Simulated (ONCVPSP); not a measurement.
# Pseudopotential generation for tantalum: ONCV, LDA (Perdew-Zunger)

Do these settings give a usable potential? It is generated, then checked for transferability, scattering, ghosts and hardness.

Program: ONCVPSP 4.0.1. Reference atom: LDA (Perdew-Zunger), scalar-relativistic, spherical and spin-unpolarised. All values are calculated.

1 further run of the same task is left out (it didn't finish).

### Step 1. Settings

The settings as typed:

```json
{
 "element": "tantalum (Ta, Z = 73)",
 "type": "optimised norm-conserving Vanderbilt (ONCV)",
 "frozen core": "[Kr] 4d10 4f14",
 "valence charge": "13",
 "reference configuration": "5s2 5p6 5d3 6s1.75 6p0.25",
 "partial waves": "5s+6s: rc 1.90 bohr, ncon 3, nbas 8, qcut 5.6 1/bohr, 2 projectors; 5p+6p: rc 2.55 bohr, ncon 5, nbas 8, qcut 4.4 1/bohr, 2 projectors; 5d: rc 2.65 bohr, ncon 5, nbas 10, qcut 5.8 1/bohr, 2 projectors, debl 2.1 Ha",
 "local potential": "polynomial inside 1.35 bohr (lpopt 5, dvloc0 0 Ha)",
 "core correction": "Teter function, fcfact 1.5, rcfact 1.15"
}
```

An earlier all-electron run gives the scale for the radii.

All-electron outer shells of the reference configuration (LDA (Perdew-Zunger), scalar-relativistic, ld1.x):

```
shell  level (eV)  outermost node (bohr)  outermost maximum (bohr)
   4d     -222.40                   0.22                      0.46
   5s      -73.59                   0.54                      0.98
   5p      -39.96                   0.58                      1.13
   4f      -25.33                      –                      0.44
   6s       -5.89                   1.32                      2.74
   5d       -4.13                   0.65                      1.58
   6p       -1.69                   1.59                      3.85
```

### Step 2. The generation run

Ta.dat

```
# ATOM AND REFERENCE CONFIGURATION
# atsym  z   nc   nv     iexc    psfile
  Ta 73.00   10    5        3      upf
#
#   n    l    f
    1    0    2.00
    2    0    2.00
    2    1    6.00
    3    0    2.00
    3    1    6.00
    3    2   10.00
    4    0    2.00
    4    1    6.00
    4    2   10.00
    4    3   14.00
    5    0    2.00
    5    1    6.00
    5    2    3.00
    6    0    1.75
    6    1    0.25
#
# PSEUDOPOTENTIAL AND OPTIMIZATION
# lmax
    2
#
#   l,   rc,      ep,       ncon, nbas, qcut
    0    1.90    0.00    3    8    5.60
    1    2.55    0.00    5    8    4.40
    2    2.65    0.00    5   10    5.80
#
# LOCAL POTENTIAL
# lloc, lpopt,  rc(5),   dvloc0
    4    5    1.35    0.00
#
# VANDERBILT-KLEINMAN-BYLANDER PROJECTORs
# l, nproj, debl
    0    2    0.80
    1    2    1.60
    2    2    2.10
#
# MODEL CORE CHARGE
# icmod, fcfact, rcfact
    3    1.50    1.15
#
# LOG DERIVATIVE ANALYSIS
# epsh1, epsh2, depsh
   -4.00    5.00    0.02
#
# OUTPUT GRID
# rlmax, drl
    6.00    0.01
#
# TEST CONFIGURATIONS
# ncnf
    4
# nvcnf
#   n    l    f
    5
    5    0    2.00
    5    1    6.00
    5    2    3.00
    6    0    2.00
    6    1    0.00
#
    5
    5    0    2.00
    5    1    6.00
    5    2    3.00
    6    0    1.00
    6    1    0.00
#
    5
    5    0    2.00
    5    1    6.00
    5    2    3.00
    6    0    0.00
    6    1    0.00
#
    5
    5    0    2.00
    5    1    6.00
    5    2    3.50
    6    0    1.50
    6    1    0.00
#
```

Run with:

```console
$ oncvpsp.x < Ta.dat > Ta.out
```

Q: Predict the outcome of this session. Wanted: cutoffs for 1 and 0.1 mHa per electron, occupied waves; bound ghosts; GHOST(+) flags; largest test error; largest phase difference near zero energy, channels read; rms error of d²Exc/dn², without and with the model core.

**Answer**, as computed:

| quantity | value |
| --- | --- |
| cutoffs for 1 and 0.1 mHa per electron, occupied waves | 11 Ha and 24 Ha |
| bound ghosts | none found |
| GHOST(+) flags | s at 110 eV |
| largest test error (AE − PS) | -7.3 meV, for 5s2 5p6 5d3 6s0 6p0 |
| largest phase difference near zero energy, channels read | 0.002 rad |
| rms error of d²Exc/dn², without and with the model core | 6.90 and 4.58 mHa |

What this shows: The worst unpolarised test, 5s2 5p6 5d3 6s0 6p0, is off by 7.3 meV on 23.0 eV; by total energies transferability rates as good. The potential is soft on the atom at that tolerance: the looser tolerance needs 11 Ha. It is free of bound ghosts as far as tested. Near zero energy the phases of the channels with partial waves agree within 0.002 rad. The program also flags highly localised states, GHOST(+) (s). Note that the frozen 4f shell (-25 eV) lies higher than the valence 5s shell (-74 eV). All of this concerns the isolated atom, not yet a solid.
